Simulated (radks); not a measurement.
**Polarisabilities and dispersion coefficients of Ne, Mg²⁺, Al³⁺ and others**

Aim: static dipole polarisabilities and C6 coefficients, each species in its NIST ground configuration. After each ground state the linear response is solved; its values go to the run's result record, not to the log. Response by self-consistent Sternheimer equations with the Hartree and adiabatic LDA kernel, the relativistic mass of each level held fixed and spin-orbit coupling left out.

Program: radks (a radial shooting solver on a logarithmic mesh, Libxc functionals) version 1. Level of theory: scalar-relativistic Kohn-Sham, LDA (Slater exchange, Perdew-Wang correlation), spin-unpolarised, spherical densities, finite nucleus. These are calculated values, not measurements, unless marked.

## (1) What is computed

* species: Ne ([Ne]), Mg²⁺ ([Ne]), Al³⁺ ([Ne]), Si⁴⁺ ([Ne]), P⁵⁺ ([Ne]), S⁶⁺ ([Ne]), Cl⁷⁺ ([Ne]), Ar⁸⁺ ([Ne])

## (2) Ne, [Ne]

The run's settings:

```text
Z 10
configuration [Ne]
relativity scalar-relativistic
functional lda,pw
spin unpolarised
nucleus finite rms 3.0055 fm
c 137.035999084
response adiabatic LDA kernel
```

## (3) Mg²⁺, [Ne]

The run's settings:

```text
Z 12
configuration [Ne]
relativity scalar-relativistic
functional lda,pw
spin unpolarised
nucleus finite rms 3.057 fm
c 137.035999084
response adiabatic LDA kernel
```

## (4) Al³⁺, [Ne]

The run's settings:

```text
Z 13
configuration [Ne]
relativity scalar-relativistic
functional lda,pw
spin unpolarised
nucleus finite rms 3.061 fm
c 137.035999084
response adiabatic LDA kernel
```

## (5) Si⁴⁺, [Ne]

The run's settings:

```text
Z 14
configuration [Ne]
relativity scalar-relativistic
functional lda,pw
spin unpolarised
nucleus finite rms 3.1224 fm
c 137.035999084
response adiabatic LDA kernel
```

## (6) P⁵⁺, [Ne]

The run's settings:

```text
Z 15
configuration [Ne]
relativity scalar-relativistic
functional lda,pw
spin unpolarised
nucleus finite rms 3.1889 fm
c 137.035999084
response adiabatic LDA kernel
```

## (7) S⁶⁺, [Ne]

The run's settings:

```text
Z 16
configuration [Ne]
relativity scalar-relativistic
functional lda,pw
spin unpolarised
nucleus finite rms 3.2611 fm
c 137.035999084
response adiabatic LDA kernel
```

## (8) Cl⁷⁺, [Ne]

The run's settings:

```text
Z 17
configuration [Ne]
relativity scalar-relativistic
functional lda,pw
spin unpolarised
nucleus finite rms 3.3654 fm
c 137.035999084
response adiabatic LDA kernel
```

## (9) Ar⁸⁺, [Ne]

The run's settings:

```text
Z 18
configuration [Ne]
relativity scalar-relativistic
functional lda,pw
spin unpolarised
nucleus finite rms 3.4274 fm
c 137.035999084
response adiabatic LDA kernel
```

Q: Predict the outcome of this session. Wanted: for each run, species; −ε(HOMO); α; α uncoupled; C6; C8; recommended α.

The runs gave:

```csv
species,−ε(HOMO) (eV),α (bohr³),α uncoupled (bohr³),C6 (hartree bohr⁶),C8 (hartree bohr⁸),recommended α (bohr³)
Ne,13.534,3.057,3.490,7.409,114.9,2.6611
Mg²⁺,66.838,0.5135,0.5822,0.6234,3.754,-
Al³⁺,104.22,0.2831,0.3187,0.2651,1.171,-
Si⁴⁺,148.58,0.1713,0.1915,0.1279,0.4347,-
P⁵⁺,199.88,0.1106,0.1228,0.06752,0.1826,-
S⁶⁺,258.07,0.07490,0.08273,0.03816,0.08425,-
Cl⁷⁺,323.16,0.05270,0.05790,0.02276,0.04184,-
Ar⁸⁺,395.13,0.03824,0.04181,0.01419,0.02206,-
```

**Reading.** Uncoupled leaves out the potential induced by the response; C6 and C8 are for like pairs. Ne is the most polarisable and Ar⁸⁺ the least, a factor 80.0 apart. For the pair Ne–Ar⁸⁺ the Casimir-Polder integral gives C6 = 0.1946, the rule 2·Ca·Cb/(Ca·αb/αa + Cb·αa/αb) on the like-pair values 0.1713. Against the recommended values (Schwerdtfeger and Nagle, 2023 table) the misses are Ne +15 %. C8 is given only where no p, d or f shell is open.
